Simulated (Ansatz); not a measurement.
# SiB26As27: the cost of one run

Program: Ansatz 0.2.0. Level of theory: DFT, PBE, plane-wave PAW, default files, scalar-relativistic. These are calculated values, not measurements.

## 1. The starting structure

It takes space group F-43m (No. 216, cubic). The conventional cell has a = 14.331 Å, b = 14.331 Å, c = 14.331 Å, α = 90.00°, β = 90.00°, γ = 90.00°. Around Si (site symmetry -43m) lie 4 As at 2.07 Å. B (site symmetry m) has 4 As at 2.07 Å as nearest neighbours. B (site symmetry 3m) has 4 As at 2.07 Å as nearest neighbours. B (site symmetry 2mm) has 4 As at 2.07 Å as nearest neighbours. As (site symmetry 3m) is surrounded by 1 Si at 2.07 Å and 3 B at 2.07 Å. Around As (site symmetry 2mm) lie 4 B at 2.07 Å. Around As (site symmetry m) lie 4 B at 2.07 Å. Only part of the 10 independent sites is listed.

Structure file:

```xyz
54
Lattice="0.0000 7.1655 7.1655 7.1655 0.0000 7.1655 7.1655 7.1655 0.0000" Properties=species:S:1:pos:R:3 pbc="T T T"
Si    0.0000    0.0000    0.0000
B     2.3885    2.3885    0.0000
B     4.7770    4.7770    0.0000
B     2.3885    0.0000    2.3885
B     4.7770    2.3885    2.3885
B     7.1655    4.7770    2.3885
B     4.7770    0.0000    4.7770
B     7.1655    2.3885    4.7770
B     9.5540    4.7770    4.7770
B     0.0000    2.3885    2.3885
B     2.3885    4.7770    2.3885
B     4.7770    7.1655    2.3885
B     2.3885    2.3885    4.7770
B     4.7770    4.7770    4.7770
B     7.1655    7.1655    4.7770
B     4.7770    2.3885    7.1655
B     7.1655    4.7770    7.1655
B     9.5540    7.1655    7.1655
B     0.0000    4.7770    4.7770
B     2.3885    7.1655    4.7770
B     4.7770    9.5540    4.7770
B     2.3885    4.7770    7.1655
B     4.7770    7.1655    7.1655
B     7.1655    9.5540    7.1655
B     4.7770    4.7770    9.5540
B     7.1655    7.1655    9.5540
B     9.5540    9.5540    9.5540
As    1.1942    1.1942    1.1942
As    3.5827    3.5827    1.1942
As    5.9712    5.9712    1.1942
As    3.5827    1.1942    3.5827
As    5.9713    3.5827    3.5827
As    8.3598    5.9712    3.5827
As    5.9712    1.1942    5.9712
As    8.3598    3.5827    5.9712
As   10.7482    5.9712    5.9712
As    1.1942    3.5827    3.5827
As    3.5827    5.9713    3.5827
As    5.9712    8.3598    3.5827
As    3.5827    3.5827    5.9713
As    5.9713    5.9713    5.9713
As    8.3598    8.3598    5.9713
As    5.9712    3.5827    8.3598
As    8.3598    5.9713    8.3598
As   10.7482    8.3598    8.3598
As    1.1942    5.9712    5.9712
As    3.5827    8.3598    5.9712
As    5.9712   10.7482    5.9712
As    3.5827    5.9712    8.3598
As    5.9713    8.3598    8.3598
As    8.3598   10.7482    8.3598
As    5.9712    5.9712   10.7482
As    8.3598    8.3598   10.7482
As   10.7482   10.7482   10.7482
```

Atom 1 of the input is the impurity.

## 2. Single point at the given positions

input.yaml reads:

```yaml
crystal:
  lattice:
    - [0.0, 7.1655, 7.1655]
    - [7.1655, 0.0, 7.1655]
    - [7.1655, 7.1655, 0.0]
  atoms:
    - { symbol: Si, position: [0.0, 0.0, 0.0] }
    - { symbol: B, position: [0.0, 0.0, 0.3333333333] }
    - { symbol: B, position: [0.0, 0.0, 0.6666666667] }
    - { symbol: B, position: [0.0, 0.3333333333, 0.0] }
    - { symbol: B, position: [0.0, 0.3333333333, 0.3333333333] }
    - { symbol: B, position: [0.0, 0.3333333333, 0.6666666667] }
    - { symbol: B, position: [0.0, 0.6666666667, 0.0] }
    - { symbol: B, position: [0.0, 0.6666666667, 0.3333333333] }
    - { symbol: B, position: [0.0, 0.6666666667, 0.6666666667] }
    - { symbol: B, position: [0.3333333333, 0.0, 0.0] }
    - { symbol: B, position: [0.3333333333, 0.0, 0.3333333333] }
    - { symbol: B, position: [0.3333333333, 0.0, 0.6666666667] }
    - { symbol: B, position: [0.3333333333, 0.3333333333, 0.0] }
    - { symbol: B, position: [0.3333333333, 0.3333333333, 0.3333333333] }
    - { symbol: B, position: [0.3333333333, 0.3333333333, 0.6666666667] }
    - { symbol: B, position: [0.3333333333, 0.6666666667, 0.0] }
    - { symbol: B, position: [0.3333333333, 0.6666666667, 0.3333333333] }
    - { symbol: B, position: [0.3333333333, 0.6666666667, 0.6666666667] }
    - { symbol: B, position: [0.6666666667, 0.0, 0.0] }
    - { symbol: B, position: [0.6666666667, 0.0, 0.3333333333] }
    - { symbol: B, position: [0.6666666667, 0.0, 0.6666666667] }
    - { symbol: B, position: [0.6666666667, 0.3333333333, 0.0] }
    - { symbol: B, position: [0.6666666667, 0.3333333333, 0.3333333333] }
    - { symbol: B, position: [0.6666666667, 0.3333333333, 0.6666666667] }
    - { symbol: B, position: [0.6666666667, 0.6666666667, 0.0] }
    - { symbol: B, position: [0.6666666667, 0.6666666667, 0.3333333333] }
    - { symbol: B, position: [0.6666666667, 0.6666666667, 0.6666666667] }
    - { symbol: As, position: [0.0833333333, 0.0833333333, 0.0833333333] }
    - { symbol: As, position: [0.0833333333, 0.0833333333, 0.4166666667] }
    - { symbol: As, position: [0.0833333333, 0.0833333333, 0.75] }
    - { symbol: As, position: [0.0833333333, 0.4166666667, 0.0833333333] }
    - { symbol: As, position: [0.0833333333, 0.4166666667, 0.4166666667] }
    - { symbol: As, position: [0.0833333333, 0.4166666667, 0.75] }
    - { symbol: As, position: [0.0833333333, 0.75, 0.0833333333] }
    - { symbol: As, position: [0.0833333333, 0.75, 0.4166666667] }
    - { symbol: As, position: [0.0833333333, 0.75, 0.75] }
    - { symbol: As, position: [0.4166666667, 0.0833333333, 0.0833333333] }
    - { symbol: As, position: [0.4166666667, 0.0833333333, 0.4166666667] }
    - { symbol: As, position: [0.4166666667, 0.0833333333, 0.75] }
    - { symbol: As, position: [0.4166666667, 0.4166666667, 0.0833333333] }
    - { symbol: As, position: [0.4166666667, 0.4166666667, 0.4166666667] }
    - { symbol: As, position: [0.4166666667, 0.4166666667, 0.75] }
    - { symbol: As, position: [0.4166666667, 0.75, 0.0833333333] }
    - { symbol: As, position: [0.4166666667, 0.75, 0.4166666667] }
    - { symbol: As, position: [0.4166666667, 0.75, 0.75] }
    - { symbol: As, position: [0.75, 0.0833333333, 0.0833333333] }
    - { symbol: As, position: [0.75, 0.0833333333, 0.4166666667] }
    - { symbol: As, position: [0.75, 0.0833333333, 0.75] }
    - { symbol: As, position: [0.75, 0.4166666667, 0.0833333333] }
    - { symbol: As, position: [0.75, 0.4166666667, 0.4166666667] }
    - { symbol: As, position: [0.75, 0.4166666667, 0.75] }
    - { symbol: As, position: [0.75, 0.75, 0.0833333333] }
    - { symbol: As, position: [0.75, 0.75, 0.4166666667] }
    - { symbol: As, position: [0.75, 0.75, 0.75] }
total_charge: 1
kpoints:
  mp_grid: { grid: [2, 2, 2] }
scf:
  occupations: { method: fermi_dirac, width: 0.01 }
hamiltonian:
  xc: pbe
  pseudopotentials: { kind: paw }
output:
  forces: true
  stress: true
  populations: true
  efg:
    quadrupole_moments_barn: { B: 0.04059, As: 0.311 }
    contact_densities: true
  write_density: true
  write_potential: true
  elf: true
  volumetric_format: npy
```

The run is started by

```bash
> ansatz run input.yaml --threads 1 --pin off --max-ram 3072MiB --backend cpu --events-out ev --progress --plain --runs-dir out
```

**Question.** How long does this run take on 1 thread of Arm Neoverse V2, shared host, and how much memory does it need?

About 90 s, with a peak of 1.6 GiB.
